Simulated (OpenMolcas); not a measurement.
# S²⁺: CASSCF and CASPT2 terms and fine-structure levels

Which level of S²⁺ lies lowest, and where do the others fall? The reference wave functions come first, then spin-orbit coupling, then second-order correlation under several settings.

The numbers are computed with OpenMolcas 26.06 (state-averaged CASSCF and CASPT2, spin-orbit coupling by RASSI with atomic mean-field integrals), except any that are marked as measured or tabulated.

## (1) Starting point

```
Species                           : S²⁺ (sulfur, Z = 16, 14 electrons)
Basis                             : ANO-RCC-VQZP [6s5p3d2f1g], 59 functions
Scalar Hamiltonian                : DKH3, point nucleus
Inactive shells                   : 1s 2s 2p 3s
Active space                      : 2 electrons in 3 orbitals (3p)
Some configurations of this space : 3s² 3p²
Orbitals                          : optimised for the highest spin of each parity, averaged over all roots
```

Outer shells as boxes (Hund's rule):

3s2 3p2
```
3s [↑↓]
3p [↑ ][↑ ][  ]
```

The work runs as a chain of OpenMolcas steps in one folder; each step below is one input file. Labels, J, g values, rates, χT and fits are worked out afterwards by a script from the matrices that RASSI stores.

## (2) GATEWAY and SEWARD: basis and integrals

a.inp

```
&GATEWAY
Coord
1

S 0.0 0.0 0.0
Basis=ANO-RCC-VQZP
Group=XYZ
NoMove
AngMom=0.0 0.0 0.0
AMFI
&SEWARD
Relativistic=R03O02
```

The run is started by

```sh
$ OMP_NUM_THREADS=1 MOLCAS_MEM=2252 MOLCAS_PROJECT=a pymolcas a.inp > a.log
```

## (3) Reference wave functions, triplets of even parity, 3 roots

a.inp

```
&RASSCF
FileOrb=start.orb
Symmetry=1
Spin=3
nActEl=2 0 0
Inactive=3 3
Ras2=0 3
CIRoot=3 3 1
SDav=3
CIMx=300
Iter=120 100
PrWF=0.3
OrbListing=Nothing
MaxOrb=0
Atom
>>> COPY $Project.JobIph JOB001
```

start.orb holds the contracted functions of the basis, ordered by shell, or the orbitals of the step before.

## (4) CASSCF: singlets of even parity, 6 roots

a.inp

```
&RASSCF
FileOrb=start.orb
Symmetry=1
Spin=1
nActEl=2 0 0
Inactive=3 3
Ras2=0 3
CIRoot=6 6 1
SDav=6
CIMx=300
Iter=120 100
PrWF=0.3
OrbListing=Nothing
MaxOrb=0
Atom
CIOnly
>>> COPY $Project.JobIph JOB002
```

## (5) RASSI: spin-orbit coupling between the states

a.inp

```
&RASSI
NrOfJobIphs=2 3 6
1 2 3
1 2 3 4 5 6
IphNames
JOB001
JOB002
EJob
SpinOrbit
DIPRint=1.0
SOCoupling=1000.0
Subsets=2
MEES
Property=10
'ANGMOM' 1 'ANGMOM' 2 'ANGMOM' 3 'MLTPL  1' 1 'MLTPL  1' 2 'MLTPL  1' 3
'AMFI' 1 'AMFI' 2 'AMFI' 3 'MLTPL  2' 6
SOProperty=3
'ANGMOM' 1 'ANGMOM' 2 'ANGMOM' 3
```

## (6) CASPT2: IPEA 0.2, sigma2 regulariser 0.1 (closed shells correlated: 2s 2p 3s)

a.inp

```
>>> COPY JOB001 $Project.JobIph
&CASPT2
Multistate=3 1 2 3
NoMult
Frozen=1 0
IPEA=0.2
Sig2=0.1
MaxIter=60
WThr=0.0 0.3 0.05
PrWF=0.5
NoMix
>>> COPY JOB002 $Project.JobIph
&CASPT2
Multistate=6 1 2 3 4 5 6
NoMult
Frozen=1 0
IPEA=0.2
Sig2=0.1
MaxIter=60
WThr=0.0 0.3 0.05
PrWF=0.5
NoMix
```

## (7) CASPT2: IPEA 0.1, sigma2 regulariser 0.15 (closed shells correlated: 2s 2p 3s)

a.inp

```
>>> COPY JOB001 $Project.JobIph
&CASPT2
Multistate=3 1 2 3
Frozen=1 0
IPEA=0.1
Sig2=0.15
MaxIter=60
WThr=0.0 0.3 0.05
PrWF=0.5
NoMix
>>> COPY JOB002 $Project.JobIph
&CASPT2
Multistate=6 1 2 3 4 5 6
Frozen=1 0
IPEA=0.1
Sig2=0.15
MaxIter=60
WThr=0.0 0.3 0.05
PrWF=0.5
NoMix
```

## (8) CASPT2: IPEA 0.1, sigma2 regulariser 0.25 (closed shells correlated: 2s 2p 3s)

a.inp, as its differences from that of step 7:

```diff
@@ -5,3 +5,3 @@
 IPEA=0.1
-Sig2=0.15
+Sig2=0.25
 MaxIter=60
@@ -15,3 +15,3 @@
 IPEA=0.1
-Sig2=0.15
+Sig2=0.25
 MaxIter=60
```

(Steps that only read results are left out.)

Q: Predict the outcome of this session. Wanted: lowest level; first excited level; lowest level of another term; spin-orbit lowering of the lowest level; strongest of the lines computed, by gA.

**Answer**, as computed:

| quantity | value |
| --- | --- |
| method | SS-CASPT2, IPEA 0.2, sigma2 regulariser 0.1 (closed shells correlated: 2s 2p 3s) |
| lowest level | 3s² 3p² ³P₀, 100 % of that term |
| ground level listed by NIST | 3P0 |
| first excited level | 3s² 3p² ³P₁ at 269 cm⁻¹ |
| lowest level of another term | 3s² 3p² ¹D₂ at 11040 cm⁻¹ |
| spin-orbit lowering of the lowest level | 519 cm⁻¹ |
| strongest of the lines computed, by gA (one parity, so forbidden lines), at SS-CASPT2 energies | 3s² 3p² ¹S₀ → 3s² 3p² ¹D₂, 624.6 nm, A = 2.47e+00 s⁻¹ |

What each method costs and misses:

```tsv
method	time of its own steps	time with the reference	mean absolute difference from the measured levels (cm-1)
A. CASSCF	3.8 s	3.8 s	2800
B. SS-CASPT2, IPEA 0.2, sigma2 regulariser 0.1, +2s 2p 3s	1.9 s	5.7 s	130
C. SS-CASPT2, IPEA 0.1, sigma2 regulariser 0.15, +2s 2p 3s	1.7 s	5.5 s	64
D. SS-CASPT2, IPEA 0.1, sigma2 regulariser 0.25, +2s 2p 3s	1.5 s	5.3 s	64
```

Times are of one thread on a shared host.

In words: The multiplet ³P is regular; its intervals divided by the larger J differ by 10 % of their mean, where Landé's rule for pure LS coupling makes them equal. Second-order correlation (method B) scales the levels of the lowest configuration above 5000 cm⁻¹ by 0.77. Method C lies closest to the measured levels (64 cm⁻¹ on average, level with D) and A farthest (2800). Only the configurations of the active space and the roots asked for are present. The singlets rest on orbitals optimised for another spin in at least one step, which raises them against the optimised states. CASPT2 does not keep the components of a term degenerate, and the means are used. With the s shell closed, the highest p terms come out too high. Only valence configurations of the active space appear, up to the ionisation limit; * or ° marks odd parity.
